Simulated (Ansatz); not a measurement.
Set up this calculation in Ansatz 0.2.0, as the native input.

```
Task                : projected density of states
Functional          : PBE
Potentials or basis : Ansatz PAW
Cutoff              : 420 eV (not typed: the program's choice for these potentials)
k mesh              : 9 × 9 × 2
Occupations         : fermi-dirac, width 0.05 eV
Spin                : collinear spin, ferromagnetic start
Starting moments    : [0.0, 0.0, 3.0, 3.0, 0.0, 0.0, 0.0, 0.0, 0.0] μB
Hubbard terms       : Cr d U = 2 eV
Hubbard projectors  : ortho-atomic (the default)
Double counting     : fll (the default)
```

CsLiCr2Te2S3:

```
CELL_PARAMETERS angstrom
3.60358 0.00000 0.00000
-1.80179 3.12079 0.00000
0.00000 0.00000 19.06651
ATOMIC_POSITIONS crystal
Cs 0.00000 0.00000 0.37399
Li 0.66667 0.33333 0.01607
Cr 0.00000 0.00000 0.86637
Cr 0.33333 0.66667 0.16833
Te 0.33333 0.66667 0.53891
Te 0.66667 0.33333 0.77276
S 0.00000 0.00000 0.10030
S 0.33333 0.66667 0.92920
S 0.66667 0.33333 0.23408
```

The cell was built by a generator and needn't be a form met in nature.

One way to write it, as run:

input.yaml

```yaml
crystal:
  lattice:
    - [3.60358, 0.0, 0.0]
    - [-1.80179, 3.12079, 0.0]
    - [0.0, 0.0, 19.06651]
  atoms:
    - { symbol: Cs, position: [0.0, 0.0, 0.37399] }
    - { symbol: Li, position: [0.66667, 0.33333, 0.01607] }
    - { symbol: Cr, position: [0.0, 0.0, 0.86637], spin: 3.0 }
    - { symbol: Cr, position: [0.33333, 0.66667, 0.16833], spin: 3.0 }
    - { symbol: Te, position: [0.33333, 0.66667, 0.53891] }
    - { symbol: Te, position: [0.66667, 0.33333, 0.77276] }
    - { symbol: S, position: [0.0, 0.0, 0.1003] }
    - { symbol: S, position: [0.33333, 0.66667, 0.9292] }
    - { symbol: S, position: [0.66667, 0.33333, 0.23408] }
hamiltonian:
  xc: pbe
  pseudopotentials: { kind: paw }
  hubbard: { sites: [{ species: Cr, l: d, u_eff: 2.0 }] }
magnetization:
  spin_polarized: true
kpoints:
  mp_grid: { grid: [9, 9, 2] }
scf:
  occupations: { method: fermi_dirac, width: 0.05 }
  n_extra_bands: 22
output:
  forces: true
  stress: true
  eigenvalues: true
  dos: { projected: true, de: 0.05, nscf_kmesh: { grid: [14, 14, 3] } }
  write_density: true
  write_potential: true
  elf: true
  volumetric_format: npy
```

Potentials or basis: Ansatz PAW.

Run with:

```bash
$ ansatz run input.yaml --threads 8 --pin off --max-ram 20480MiB --backend cpu --events-out ev --progress --plain --runs-dir out
```

It gave:

The pressure is 1.3 GPa. The largest force is 0.399 eV/Å. The band gap on the k mesh is none (metal or under the smearing width), the net moment is 5.93 μB per cell and the absolute moment is 7.38 μB per cell. The site moments are Cs -0.00; Li -0.01; Cr +2.90, +2.88; Te -0.01, -0.16; S -0.10, -0.11 μB and the density of states at the Fermi level is 1.80 states/eV per cell.

Caveat: the magnetic or orbital state may not be the lowest; only a ferromagnetic start was run, and an antiferromagnetic order may lie lower in energy.

Run time: 66 s on 8 threads of Arm Neoverse V1 (shared host), peak memory 2 GiB.
